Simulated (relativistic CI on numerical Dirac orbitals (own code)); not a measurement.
**Pr²²⁺: E1 transition arrays**

Where do the unresolved transition arrays of Pr²²⁺ lie, how wide and how strong are they, and what do scaling and mixing change?

The numbers are computed with relativistic CI on numerical Dirac orbitals (own code) version 3 (Dirac-Coulomb-Breit CI, KLI orbitals optimised for each configuration, model QED (radiative potential, 1s self-energy scaled to tabulated hydrogen-like ionisation energies), valence Slater integrals scaled by 0.9, whole transition arrays), except any that are marked as measured or tabulated.

### Step 1. The atom as given

```
ion            : Pr²²⁺ (Pr XXIII)
nuclear charge : 59
electrons      : 37
isotope        : A = 141
configurations : [Kr] 4d; [Kr] 4f; [Ar] 3d10 4s2 4p5 4d2; [Kr] 5p; [Kr] 5f
```

Outer shells as boxes (Hund's rule):

[Kr] 4d1
```
[Kr] core
4d [↑ ][  ][  ][  ][  ]
```

### Step 2. Main run

Input settings:

```ini
atom Pr  Z=59  charge=22  electrons=37
nucleus A=141  rms_radius_fm=4.8919
hamiltonian dirac-coulomb  breit=on  qed=on  c_scale=1
orbitals kli  potential=per-configuration
slater_scale 0.9
correlation none
mixing on
configurations
  [Kr] 4d
  [Kr] 4f
  [Ar] 3d10 4s2 4p5 4d2
  [Kr] 5p
  [Kr] 5f
end
arrays E1 from the first configuration
```

### Step 3. Without configuration mixing

Settings: those of step 2 with these lines changed.

```diff
@@ -6,3 +6,3 @@
 correlation none
-mixing on
+mixing off
 configurations
```

### Step 4. Slater integrals scaled by 1

Settings: those of step 3 with these lines changed.

```diff
@@ -4,5 +4,5 @@
 orbitals kli  potential=per-configuration
-slater_scale 0.9
+slater_scale 1
 correlation none
-mixing off
+mixing on
 configurations
```

### Step 5. Slater integrals scaled by 0.8

Settings: those of step 4 with these lines changed.

```diff
@@ -4,3 +4,3 @@
 orbitals kli  potential=per-configuration
-slater_scale 1
+slater_scale 0.8
 correlation none
```

(Steps that only read results are left out.)

Before running it: what results should come out? Wanted: strongest array, main run; lines in all.

**Answer**, as computed:

The array to 4p5 4d2, the strongest of the main run, in each run:

| run | time | mean (eV) | width (eV) | gf sum | strongest line (nm) | strongest array of the run |
| --- | --- | --- | --- | --- | --- | --- |
| main run | 0.21 s | 142.93 | 8.89 | 51.16 | 8.441 | 4p5 4d2 |
| without configuration mixing | 0.21 s | 139.29 | 10.95 | 43.70 | 8.506 | 4p5 4d2 |
| Slater integrals scaled by 1 | 0.21 s | 145.68 | 8.77 | 52.23 | 8.311 | 4p5 4d2 |
| Slater integrals scaled by 0.8 | 0.21 s | 140.19 | 9.03 | 50.09 | 8.574 | 4p5 4d2 |

```
                 quantity                     value
strongest array, main run      to 4p5 4d2, 62 lines
       its mean and width  142.9 ± 8.9 eV (8.67 nm)
      its share of all gf                      93 %
             lines in all                        69
```

What this shows: The array to 4p5 4d2 carries 93 % of the oscillator strength, around 8.67 nm. Configuration mixing moves its mean by +3.65 eV and changes its gf sum by +17 %. All levels of the first configuration count with their statistical weight; no plasma population is modelled.
